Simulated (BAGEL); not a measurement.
# A workflow on InSiH4F (SMILES [F][InH][SiH3])

Aim: the energy (HF/x2c-SVPall), then the energy (NEVPT2(2,2)/x2c-SVPall) of InSiH4F. 

The results are computed with BAGEL 1.2.2.

2 further runs of the same task are left out: 2 set aside as unsound or not needed.

### 1 Starting point

The species is InSiH4F (7 atoms), meant as a singlet with charge 0. As SMILES, `[F][InH][SiH3]`. The Si3–H6 distance was set to 2.378 Å, away from the relaxed value. At this shape a bond of the SMILES string is far longer than usual.

Bond lengths: F1–In2 1.968 Å, In2–Si3 2.558 Å, In2–H4 1.714 Å, Si3–H5 1.486 Å, Si3–H7 1.487 Å. Angles: F1–In2–Si3 109.2°, F1–In2–H4 109.4°, Si3–In2–H4 141.4°, In2–Si3–H5 109.2°, In2–Si3–H7 111.4°, H5–Si3–H7 109.0°. A long bond or contact: Si3–H6 2.378 Å.

### 2 The energy at HF/x2c-SVPall (DKH2, density fitting with AutoAux) (run 1)

input.json

```json
{ "bagel" : [

{
  "title" : "molecule",
  "basis" : "x2c-svpall.json",
  "df_basis" : "x2c-svpall-autoaux.json",
  "dkh" : true,
  "geometry" : [
    { "atom" : "F", "xyz" : [    -0.02798117,    -5.16221021,     0.97954143 ] },
    { "atom" : "In", "xyz" : [    -1.08622780,    -2.94159304,    -1.80893844 ] },
    { "atom" : "Si", "xyz" : [     1.34018054,     1.23092224,    -1.52888103 ] },
    { "atom" : "H", "xyz" : [    -3.31950614,    -4.45526366,    -3.60134367 ] },
    { "atom" : "H", "xyz" : [     4.09540123,     0.70709016,    -1.68043707 ] },
    { "atom" : "H", "xyz" : [     0.42707810,     3.20497551,     2.40410958 ] },
    { "atom" : "H", "xyz" : [     0.62548612,     2.97457254,    -3.61287100 ] }
  ]
},

{ "title" : "hf" },

{ "title" : "print", "file" : "orbitals.molden", "orbitals" : true }

]}
```

The basis set x2c-SVPall is read from a file made from the Basis Set Exchange's data (not shown).

Started as:

```console
BAGEL_NUM_THREADS=1 BAGEL input.json > input.out
```

The program printed:

```text
* using 1 threads per process

  ===============================================================
  ===============================================================

  *** Geometry ***

  { "atom" : "F", "xyz" : [     -0.027981,     -5.162210,      0.979541 ] },
  { "atom" : "In", "xyz" : [     -1.086228,     -2.941593,     -1.808938 ] },
  { "atom" : "Si", "xyz" : [      1.340181,      1.230922,     -1.528881 ] },
  { "atom" : "H", "xyz" : [     -3.319506,     -4.455264,     -3.601344 ] },
  { "atom" : "H", "xyz" : [      4.095401,      0.707090,     -1.680437 ] },
  { "atom" : "H", "xyz" : [      0.427078,      3.204976,      2.404110 ] },
  { "atom" : "H", "xyz" : [      0.625486,      2.974573,     -3.612871 ] },

  Number of auxiliary basis functions:      722

  Since a DF basis is specified, we compute 2- and 3-index integrals:
    o Being stored without compression. Storage requirement is 0.045 GB

  Number of basis functions:       88
  Number of electrons      :       76

    * METHOD: MOLECULE                             0.44

  *** RHF ***

  === Nuclear Repulsion ===
   335.9842895673

      * DIIS with orbital gradients will be used.

  === RHF iteration (x2c-svpall.json) ===
      0      -6267.08905458          0.01530414           0.18
      1      -6267.18697050          0.01207261           0.18
      2      -6267.27790475          0.00104231           0.18
      3      -6267.27942635          0.00022591           0.18
      4      -6267.27949260          0.00005554           0.18
      5      -6267.27949848          0.00001690           0.18
      6      -6267.27949913          0.00000416           0.18
      7      -6267.27949916          0.00000109           0.18
      8      -6267.27949917          0.00000026           0.18
      9      -6267.27949917          0.00000009           0.18
     10      -6267.27949917          0.00000002           0.18
     11      -6267.27949917          0.00000001           0.17
    * SCF iteration converged.

    * Permanent dipole moment:
           (    0.218304,    -0.525728,     1.497707) a.u.

    * METHOD: HF                                   2.59

    * METHOD: PRINT                                0.01

  ===============================================================
```

Wall time 3.3 s (1 thread of Arm Neoverse V2, shared host); peak memory 0.2 GiB.

### 3 The energy at NEVPT2(2,2)/x2c-SVPall (DKH2, density fitting with AutoAux) (run 2)

input.json

```json
{ "bagel" : [

{
  "title" : "molecule",
  "basis" : "x2c-svpall.json",
  "df_basis" : "x2c-svpall-autoaux.json",
  "dkh" : true,
  "geometry" : [
    { "atom" : "F", "xyz" : [ -0.02798117, -5.16221021,  0.97954143 ] },
    { "atom" : "In", "xyz" : [ -1.08622780, -2.94159304, -1.80893844 ] },
    { "atom" : "Si", "xyz" : [  1.34018054,  1.23092224, -1.52888103 ] },
    { "atom" : "H", "xyz" : [ -3.31950614, -4.45526366, -3.60134367 ] },
    { "atom" : "H", "xyz" : [  4.09540123,  0.70709016, -1.68043707 ] },
    { "atom" : "H", "xyz" : [  0.42707810,  3.20497551,  2.40410958 ] },
    { "atom" : "H", "xyz" : [  0.62548612,  2.97457254, -3.61287100 ] }
  ]
},
{ "title" : "hf" },
{ "title" : "nevpt2", "nstate" : 1, "nact" : 2, "nclosed" : 37, "active" : [38, 39], "maxiter" : 200, "natocc" : true, "ncore" : 24 },
{ "title" : "print", "file" : "orbitals.molden", "orbitals" : true }

]}
```

The basis set x2c-SVPall is read from a file made from the Basis Set Exchange's data (not shown).

Started as:

```console
BAGEL_NUM_THREADS=1 BAGEL input.json > input.out
```

The program printed:

```text
* using 1 threads per process

  ===============================================================
  ===============================================================

  *** Geometry ***

  { "atom" : "F", "xyz" : [     -0.027981,     -5.162210,      0.979541 ] },
  { "atom" : "In", "xyz" : [     -1.086228,     -2.941593,     -1.808938 ] },
  { "atom" : "Si", "xyz" : [      1.340181,      1.230922,     -1.528881 ] },
  { "atom" : "H", "xyz" : [     -3.319506,     -4.455264,     -3.601344 ] },
  { "atom" : "H", "xyz" : [      4.095401,      0.707090,     -1.680437 ] },
  { "atom" : "H", "xyz" : [      0.427078,      3.204976,      2.404110 ] },
  { "atom" : "H", "xyz" : [      0.625486,      2.974573,     -3.612871 ] },

  Number of auxiliary basis functions:      722

  Since a DF basis is specified, we compute 2- and 3-index integrals:
    o Being stored without compression. Storage requirement is 0.045 GB

  Number of basis functions:       88
  Number of electrons      :       76

    * METHOD: MOLECULE                             0.44

  *** RHF ***

  === Nuclear Repulsion ===
   335.9842895673

      * DIIS with orbital gradients will be used.

  === RHF iteration (x2c-svpall.json) ===
      0      -6267.08905458          0.01530414           0.19
      1      -6267.18697050          0.01207261           0.18
      2      -6267.27790475          0.00104231           0.18
      3      -6267.27942635          0.00022591           0.18
      4      -6267.27949260          0.00005554           0.18
      5      -6267.27949848          0.00001690           0.18
      6      -6267.27949913          0.00000416           0.18
      7      -6267.27949916          0.00000109           0.18
      8      -6267.27949917          0.00000026           0.17
      9      -6267.27949917          0.00000009           0.18
     10      -6267.27949917          0.00000002           0.18
     11      -6267.27949917          0.00000001           0.18
    * SCF iteration converged.

    * Permanent dipole moment:
           (    0.218304,    -0.525728,     1.497707) a.u.

    * METHOD: HF                                   2.66

    * freezing 24 orbitals
  ---------------------------
      CASSCF calculation
  ---------------------------

    ==== Active orbitals : =====
         Orbital 38
         Orbital 39
    ============================

    * nstate   :      1
    * nclosed  :     37
    * nact     :      2
    * nvirt    :     49
  === CASSCF iteration (x2c-svpall.json) ===

    * Using the second-order algorithm

      0  0     -6267.28372766     7.84e-04      0.05

      1  0     -6267.31249365     1.84e-03      0.81

      2  0     -6267.31762104     5.59e-04      0.91

      3  0     -6267.31792430     1.79e-04      0.88

      4  0     -6267.31794693     5.18e-05      0.86

      5  0     -6267.31794868     1.45e-05      0.87

      6  0     -6267.31794881     4.05e-06      0.83

      7  0     -6267.31794882     1.13e-06      0.88

      8  0     -6267.31794882     3.12e-07      0.85

      9  0     -6267.31794882     8.66e-08      0.84

     10  0     -6267.31794882     2.40e-08      0.77

     11  0     -6267.31794882     6.66e-09      0.75

    * Second-order optimization converged. *

     guess   0:   closed 1.                   open ..

  === FCI iteration ===

      0  0     -6267.27707793     6.98e-02      0.00
      1  0     -6267.31787179     2.73e-03      0.00
      2  0 *   -6267.31794882     2.37e-16      0.00

     * ci vector, state   0, <S^2> = 0.0000
       2.     0.9597370151
       .2    -0.2809000924

  === DF-NEVPT2 calculation ===

    * 3-index integral transformation done
    * assembly done

      NEVPT2 correlation energy:   -0.3814536179      0.13

          (+0)     -0.3310184065
          (+0)'    -0.0278801775
          (+1)     -0.0047926401
          (+1)'    -0.0002193135
          (+2)     -0.0002339158
          (-1)     -0.0140023282
          (-1)'    -0.0001093848
          (-2)     -0.0031974515

      NEVPT2 total energy:       -6267.6994024428

    * METHOD: NEVPT2                              10.23

    * METHOD: PRINT                                0.01

  ===============================================================
```

Run time: 14 s. Hardware: 1 thread of Arm Neoverse V2, shared host; peak memory 0.21 GiB.

### 4 What came out

```
                                   quantity           value
         run 1, HF/x2c-SVPall: total energy  -6267.27950 Eh
        run 1, HF/x2c-SVPall: dipole moment          4.07 D
          run 1, HF/x2c-SVPall: HOMO energy        -9.87 eV
          run 1, HF/x2c-SVPall: LUMO energy        -0.02 eV
        run 1, HF/x2c-SVPall: HOMO–LUMO gap         9.85 eV
run 2, NEVPT2(2,2)/x2c-SVPall: total energy  -6267.69940 Eh
```
